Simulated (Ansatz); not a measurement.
# C₂H₇NSi: small, medium and large basis sets

How large a basis does C₂H₇NSi need? Two functionals are run in growing sets.

Method: one geometry, several basis sets; program: Ansatz 0.2.0, Gaussian basis.

Levels to be run: PBE0-D4/def2-SVP; ωB97M-V/def2-SVP; PBE0-D4/def2-QZVPP; ωB97M-V/def2-QZVPP; the functionals' def2-TZVPP values are taken from earlier runs.

## 1. Structure used throughout

The geometry comes from an earlier relaxation with PBE0-D4 in a triple-zeta def2 set; it is a stationary point, not always the lowest conformer.

SMILES `CN1C[SiH2]1`, 11 atoms, charge 0, spin multiplicity 1.

Atoms are counted from 1 here; the program's logs count them from 0.

Bond lengths: C1–N2 1.436 Å, C1–H5 1.095 Å, C1–H6 1.092 Å, C1–H7 1.101 Å, N2–C3 1.476 Å, N2–Si4 1.708 Å, C3–Si4 1.835 Å, C3–H8 1.095 Å, C3–H9 1.089 Å, Si4–H10 1.484 Å, Si4–H11 1.479 Å. Angles: N2–C1–H5 110.4°, N2–C1–H6 109.7°, N2–C1–H7 113.1°, H5–C1–H6 107.8°, H5–C1–H7 107.6°, H6–C1–H7 108.1°, C1–N2–C3 120.7°, C1–N2–Si4 135.7°, C3–N2–Si4 69.9°, N2–C3–Si4 61.0°, N2–C3–H8 115.8°, N2–C3–H9 115.8°, Si4–C3–H8 116.2°, Si4–C3–H9 124.9°, H8–C3–H9 113.0°, N2–Si4–C3 49.1°, N2–Si4–H10 120.3°, N2–Si4–H11 117.6° and more.

Geometry (Å):

```xyz
11
charge 0, multiplicity 1
C    -0.2775    1.2197   -0.8402
N    -0.3459   -0.1380   -0.3784
C    -0.5132   -0.4371    1.0578
Si    0.7845   -1.3224    0.1098
H    -1.2690    1.6841   -0.8075
H     0.0669    1.2391   -1.8766
H     0.4037    1.8448   -0.2425
H    -0.1630    0.3353    1.7502
H    -1.4737   -0.8614    1.3448
H     2.1947   -0.9466    0.3786
H     0.6576   -2.6747   -0.4756
```

## 2. PBE0-D4 in def2-SVP

File in.yaml:

```yaml
crystal:
  periodic: [false, false, false]
  atoms:
    - {symbol: C, position_ang: [-0.277494, 1.219663, -0.840191]}
    - {symbol: N, position_ang: [-0.345906, -0.138011, -0.378352]}
    - {symbol: C, position_ang: [-0.513173, -0.437088, 1.057811]}
    - {symbol: Si, position_ang: [0.784475, -1.322363, 0.109847]}
    - {symbol: H, position_ang: [-1.268952, 1.684081, -0.807520]}
    - {symbol: H, position_ang: [0.066945, 1.239144, -1.876566]}
    - {symbol: H, position_ang: [0.403742, 1.844812, -0.242468]}
    - {symbol: H, position_ang: [-0.163034, 0.335303, 1.750177]}
    - {symbol: H, position_ang: [-1.473692, -0.861358, 1.344821]}
    - {symbol: H, position_ang: [2.194656, -0.946635, 0.378610]}
    - {symbol: H, position_ang: [0.657634, -2.674746, -0.475567]}
basis:
  gaussian: {orbitals: def2-SVP}
hamiltonian: {xc: pbe0, dispersion: d4}
output: {orbitals: {seedname: orbitals}}
```

Command:

```
$ ansatz run in.yaml --threads 2 --pin off --events-out ev --progress --plain --max-ram 4352MiB
```

Further steps of the session: ωB97M-V in def2-SVP; PBE0-D4 in def2-QZVPP; ωB97M-V in def2-QZVPP.

**Question.** What will the summary of the whole plan be? Wanted: PBE0-D4: double and triple zeta above quadruple; ωB97M-V: double and triple zeta above quadruple.

As calculated:

| quantity | value |
| --- | --- |
| PBE0-D4: double and triple zeta above quadruple | 7.43, 0.49 eV |
| ωB97M-V: double and triple zeta above quadruple | 7.62, 0.46 eV |

In words: For PBE0-D4 the step from double to triple zeta gains 6.94 eV and the next only 0.49 eV. Total energies overstate the basis error of differences, where much of it tends to cancel. The LUMO of ωB97M-V is positive and keeps falling with the basis (2.28 to 1.25 eV): an unbound level that the basis holds in place.
